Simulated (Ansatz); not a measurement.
# Bi: stress in a strained cell

Bi is deformed so: zz strain of +2 %. What stress and forces result, by LAPW, PAW and all-electron datasets made for the crystal?

Program: Ansatz 0.2.0. Level of theory: DFT PBEsol, scalar-relativistic. These are calculated values, not measurements.

2 further runs of the same task are left out: 2 set aside as unsound or not needed.

### 1 The system as given

Symmetry: P6_3/mmc, No. 194, hexagonal system. Conventional cell: a = 4.539 Å, b = 4.539 Å, c = 11.829 Å, α = 90.00°, β = 90.00°, γ = 120.00°.

Coordinates:

```cif
data_structure
_symmetry_space_group_name_H-M 'P6_3/mmc'
_symmetry_Int_Tables_number 194
_cell_length_a 4.5390
_cell_length_b 4.5390
_cell_length_c 11.8290
_cell_angle_alpha 90.000
_cell_angle_beta 90.000
_cell_angle_gamma 120.000
_cell_volume 211.06
loop_
_atom_site_label
_atom_site_type_symbol
_atom_site_symmetry_multiplicity
_atom_site_Wyckoff_symbol
_atom_site_fract_x
_atom_site_fract_y
_atom_site_fract_z
_atom_site_occupancy
Bi1 Bi 2 c 0.33333 0.66667 0.25000 1
```

The file gives the conventional cell by its symmetry; the runs use the cell typed in the input.

Atoms are numbered in the order of the input: Bi1, Bi2.

### 2 After the deformation

Space group P6_3/mmc before, P6_3/mmc after.

### 3 All-electron LAPW

The input, input.yaml:

```yaml
crystal:
  lattice:
    - [4.5390002997, 0.0, 0.0]
    - [-2.2695001499, 3.9308895674, 0.0]
    - [0.0, 0.0, 12.06558]
  atoms:
    - { symbol: Bi, position: [0.3333333333, 0.6666666667, 0.25] }
    - { symbol: Bi, position: [0.6666666667, 0.3333333333, 0.75] }
kpoints:
  mp_grid: { grid: [9, 9, 3] }
  band_path:
    path:
      - [0.0, 0.0, 0.0]
      - [0.5, 0.0, 0.0]
      - [0.3333333333, 0.3333333333, 0.0]
      - [0.0, 0.0, 0.0]
      - [0.0, 0.0, 0.5]
      - [0.5, 0.0, 0.5]
      - [0.3333333333, 0.3333333333, 0.5]
      - [0.0, 0.0, 0.5]
      - [0.5, 0.0, 0.5]
    npoints: 5
scf:
  occupations: { method: fermi_dirac, width: 0.08 }
hamiltonian:
  xc: pbesol
  pseudopotentials: { kind: all_electron, lapw: { basis_error: 0.00025 } }
output:
  forces: true
  stress: true
  eigenvalues: true
```

Command:

```
> ansatz run input.yaml --threads 1 --pin off --max-ram 3072MiB --backend cpu --events-out ev --progress --plain --runs-dir out
```

### 4 Frozen-core PAW

The input, input.yaml:

```yaml
crystal:
  lattice:
    - [4.5390002997, 0.0, 0.0]
    - [-2.2695001499, 3.9308895674, 0.0]
    - [0.0, 0.0, 12.06558]
  atoms:
    - { symbol: Bi, position: [0.3333333333, 0.6666666667, 0.25] }
    - { symbol: Bi, position: [0.6666666667, 0.3333333333, 0.75] }
kpoints:
  mp_grid: { grid: [9, 9, 3] }
scf:
  occupations: { method: fermi_dirac, width: 0.08 }
hamiltonian:
  xc: pbesol
  pseudopotentials: { kind: paw }
output:
  forces: true
  stress: true
  eigenvalues: true
  efg: { contact_densities: true }
```

### 5 All-electron PAW on datasets made for the crystal

input.yaml: that of step 4 with these lines changed.

```diff
@@ -14,3 +14,3 @@
   xc: pbesol
-  pseudopotentials: { kind: paw }
+  pseudopotentials: { kind: all_electron, datasets: crystal }
 output:
```

(Steps that only read results are left out.)

Q: Predict the outcome of this session. Wanted: pressure; largest shear or deviatoric stress.

**Answer**, as computed:

| quantity | value |
| --- | --- |
| pressure | LAPW -3.36, PAW -3.36, crystal datasets -3.36 GPa |
| largest shear or deviatoric stress (LAPW) | 3.07 GPa |

Against the undeformed cell the largest change of stress is +0.089 GPa, in the xx component (others tie with it), with the atoms carried along and not relaxed. PAW: stress within 0.01 GPa of LAPW. Crystal datasets: stress within 0.01 GPa of LAPW. Spin-orbit coupling is left out, though the cell holds Bi; in elements this heavy it can shift bands and gaps by tenths of an eV.
